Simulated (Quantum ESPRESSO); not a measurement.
PtSe in Quantum ESPRESSO: the effect of Hubbard term

The system is PtSe.

```xyz
2
Lattice="3.7019 0.0000 0.0000 -1.8509 3.2059 0.0000 0.0000 0.0000 3.6128" Properties=species:S:1:pos:R:3 pbc="T T T"
Pt    0.0000    0.0000    0.0000
Se    1.8509    1.0686    1.8064
```

The cell comes from a database or a generator and needn't be the stable form of this composition.

Alike in all runs:

```yaml
Program: Quantum ESPRESSO 7.5
Task: Hubbard U by linear response
Functional: PBEsol
Potentials_or_basis: PseudoDojo 0.4.1 SR PBEsol standard
Cutoff: 1170 eV
Density_cutoff: 4680 eV
k_mesh: 4 × 4 × 4
Occupations: fermi-dirac, width 0.05 eV
Spin: no spin polarisation
Start_of_the_occupations: default
Hubbard_projectors: atomic
Mixing_beta: 0.3
Most_SCF_iterations: 120
SCF_threshold: 4e-10 Ry
q_mesh: 2 × 2 × 2
```

```tsv
Hubbard term	pressure (GPa)
Pt d U = 0.0001 eV	?
Pt d U = 2.0 eV	-17.0
Pt d U = 4.0 eV	-17.5
Pt d U = 6.0 eV	-17.6
Pt d U = 8.0 eV	-17.6
```

Question: What does the run with Hubbard term Pt d U = 0.0001 eV give?

Answer: Pressure -16.3 GPa.

Worked out: A parabola through the other rows of the pressure, of slope -0.407 GPa per eV there, extrapolates to -16.3 GPa, against the run's -16.3.

Caveats: all runs use coarse meshes; U without spin polarisation on a metal has little footing.
